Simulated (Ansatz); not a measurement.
# CaAs2: the cost of one run

Method: DFT PBE, scalar-relativistic, plane waves, PAW, in Ansatz 0.2.0.

### 1 The starting structure

It takes space group P6/mmm (No. 191, hexagonal). The conventional cell has a = 4.121 Å, b = 4.121 Å, c = 4.450 Å, α = 90.00°, β = 90.00°, γ = 120.00°. Around Ca (site symmetry 6/mmm) lie 12 As at 3.26 Å. As (site symmetry -6m2) has 3 As at 2.38 Å and 6 Ca at 3.26 Å as nearest neighbours.

Coordinates:

```cif
data_structure
_symmetry_space_group_name_H-M 'P 1'
_symmetry_Int_Tables_number 1
_cell_length_a 4.1214
_cell_length_b 4.1214
_cell_length_c 4.4500
_cell_angle_alpha 90.000
_cell_angle_beta 90.000
_cell_angle_gamma 120.000
_cell_volume 65.46
loop_
_atom_site_label
_atom_site_type_symbol
_atom_site_fract_x
_atom_site_fract_y
_atom_site_fract_z
_atom_site_occupancy
Ca1 Ca 0.00000 0.00000 0.00000 1
As1 As 0.33333 0.66667 0.50000 1
As2 As 0.66667 0.33333 0.50000 1
```

This is candidate A: AlB2 type (P6/mmm, No. 191).

(A quick probe on a coarse mesh, which set the mesh and smearing, is not shown.)

### 3 A loose first relaxation (candidate A)

Contents of input.yaml:

```yaml
crystal:
  lattice:
    - [4.1214123575, 0.0, 0.0]
    - [-2.0607061787, 3.5692478011, 0.0]
    - [0.0, 0.0, 4.4500299541]
  atoms:
    - { symbol: Ca, position: [0.0, 0.0, 0.0] }
    - { symbol: As, position: [0.3333333333, 0.6666666667, 0.5] }
    - { symbol: As, position: [0.6666666667, 0.3333333333, 0.5] }
basis:
  ecutwfc: 420
kpoints:
  mp_grid: { grid: [6, 6, 4] }
hamiltonian:
  xc: pbe
scf:
  occupations: { method: gaussian, width: 0.1 }
  lower_state_search: "off"
output:
  forces: true
  stress: true
  eigenvalues: true
relax:
  adjacent_minimum: "off"
  f_tol: 0.04
  max_steps: 70
  cell: { stress_tol: 0.4 }
```

The run is started by

```
$ ansatz run input.yaml --threads 1 --pin off --max-ram 2560MiB --backend cpu --events-out ev --progress --plain --runs-dir out
```

What time and memory should one allow on 1 thread of Intel Xeon 6975P-C (Granite Rapids), shared host?

About 6.2 s, with a peak of 0.41 GiB.
